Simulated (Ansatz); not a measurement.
# C2H2Br− (SMILES C=[C-]Br): functionals against CCSD(T) at one geometry

An exercise on one series of results from a longer session: the logs are not shown, and one member is left open.

The runs use Ansatz 0.2.0, Gaussian basis; single points in def2-TZVPPD.

Correlated methods freeze the cores. Filled d shells of the heavier atoms are correlated.

### Where the work starts

SMILES `C=[C-]Br`, 5 atoms, charge -1, spin multiplicity 1.

Atoms are counted from 1 here; the program's logs count them from 0.

Bond lengths: C1–C2 1.358 Å, C1–H4 1.021 Å, C1–H5 0.900 Å, C2–Br3 1.954 Å. Angles: C2–C1–H4 119.0°, C2–C1–H5 119.1°, H4–C1–H5 121.8°, C1–C2–Br3 120.3°.

As a file:

```xyz
5
C2H2Br
C     0.68110   -0.09700   -0.18520
C    -0.58460   -0.49390    0.10510
Br   -1.94230    0.82130    0.60030
H     0.89060    0.90130   -0.22280
H     1.31890   -0.72110   -0.30500
```

The first run:

Input file run/in.yaml:

```yaml
crystal:
  periodic: [false, false, false]
  atoms:
    - {symbol: C, position_ang: [0.681100, -0.097000, -0.185200]}
    - {symbol: C, position_ang: [-0.584600, -0.493900, 0.105100]}
    - {symbol: Br, position_ang: [-1.942300, 0.821300, 0.600300]}
    - {symbol: H, position_ang: [0.890600, 0.901300, -0.222800]}
    - {symbol: H, position_ang: [1.318900, -0.721100, -0.305000]}
basis:
  gaussian: {orbitals: "def2-TZVPPD.json"}
total_charge: -1
correlation: {method: ccsd_t}
output: {forces: true}
```

The basis file named in the input lies beside it (Basis Set Exchange, JSON).

Started as:

```sh
$ ansatz run in.yaml --threads 4 --pin off --events-out ev --progress --plain --max-ram 5222MiB
```

Among the steps run: CCSD(T)/def2-TZVPPD; PBE0-D4/def2-TZVPPD; wB97M-V/def2-TZVPPD; r2SCAN-D4/def2-TZVPPD; PBE-D4/def2-TZVPPD; r2SCAN0-D4/def2-TZVPPD; revPBE-D4/def2-TZVPPD.

One of the session's tables, all rows but one given; the rest of the session is left out.

```
    method  RMS force component (eV/Å)  angle to CCSD(T) forces (°)
   CCSD(T)                       4.266                    reference
   PBE0-D4                       4.345                          3.3
   wB97M-V                       4.310                          3.6
 r2SCAN-D4                           ?                            ?
    PBE-D4                       4.308                          2.1
r2SCAN0-D4                       4.335                          4.1
 revPBE-D4                       4.308                          1.7
```

Estimate the missing values for r2SCAN-D4.

**Answer.** RMS force component (eV/Å): 4.309; angle to CCSD(T) forces (°): 2.7. In the column «RMS force component (eV/Å)» it lies between revPBE-D4 (4.308) and wB97M-V (4.310).

Caveats from the session: The anion's highest level is positive in at least one run, so there the basis alone may hold the extra electron.
